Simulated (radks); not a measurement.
# Ga⁻ inside a hard spherical wall

The task here is to estimate one member of a computed series from the others.

Program: radks (a radial shooting solver on a logarithmic mesh, Libxc functionals) version 1. Level of theory: scalar-relativistic Kohn-Sham, PBEsol, spin-polarised, spherical densities, point nucleus; open shells are filled with parallel spins first. These are calculated values, not measurements, unless marked.

### The system

* element: gallium (Z = 31)
* charge: -1
* electrons: 32
* configuration: [Ar] 3d10 4s2 4p2

Outer shells as boxes (Hund's rule):

Ga⁻
```
[Ar] core
3d [↑↓][↑↓][↑↓][↑↓][↑↓]
4s [↑↓]
4p [↑ ][↑ ][  ]
```

The first run:

The run's settings:

```text
Z 31
configuration [Ar] 3d10 4s2 4p2 5s0 4d0 5p0
relativity scalar-relativistic
functional pbe_sol,pbe_sol
spin polarised
nucleus point
wall 20 bohr
c 137.035999084
```

Steps of the session up to this table: Wall at 20 bohr; Wall at 15 bohr; Wall at 10 bohr; Wall at 7 bohr; Wall at 5 bohr; Wall at 4 bohr; Wall at 3.5 bohr; Wall at 3 bohr; Wall at 2 bohr.

One of the session's tables, all rows but one given; the rest of the session is left out.

| R (bohr) | E − E(widest) (eV) | ε(4p) (eV) | ε(5s, empty) (eV) | ε(5p, empty) (eV) | ε(4d, empty) (eV) |
| --- | --- | --- | --- | --- | --- |
| 20 | 0.000 | 1.321 | 1.749 | 2.161 | 2.386 |
| 15 | ? | ? | ? | ? | ? |
| 10 | 0.380 | 2.299 | 4.297 | 6.471 | 5.812 |
| 7 | 1.704 | 3.950 | 9.247 | 13.407 | 9.824 |
| 5 | 7.205 | 8.059 | 22.145 | 29.138 | 17.773 |
| 4 | 18.474 | 14.000 | 40.726 | 50.304 | 27.821 |
| 3.5 | 32.018 | 19.872 | 58.791 | 70.228 | 36.990 |
| 3 | 59.753 | 30.268 | 89.861 | 103.68 | 52.059 |
| 2 | 297.19 | 98.708 | 273.50 | 292.31 | 134.77 |

**Question.** Estimate the row for R (bohr) = 15.

Worked estimate for «E − E(widest) (eV)». A straight line through the neighbours (20, 0.000) and (10, 0.380) gives 0.000 + (0.380 − 0.000) × (15 − 20) / (10 − 20) = 0.190; a parabola fitted to 3 rows on both sides gives -0.586.

**Answer.** E − E(widest) (eV): 0.059; ε(4p) (eV): 1.568; ε(5s, empty) (eV): 2.365; ε(5p, empty) (eV): 3.250; ε(4d, empty) (eV): 3.434. In «E − E(widest) (eV)» the line misses by +0.131 and the parabola by -0.645. Between these rows the values bend or scatter more than so simple an estimate can follow.

In words: Eigenvalues are for spin up. From R = 20 bohr inwards the highest occupied level lies above zero, in an anion first from self-interaction, then from the wall. Shells are not refilled when levels cross, and a hard wall is a model, not a crystal.
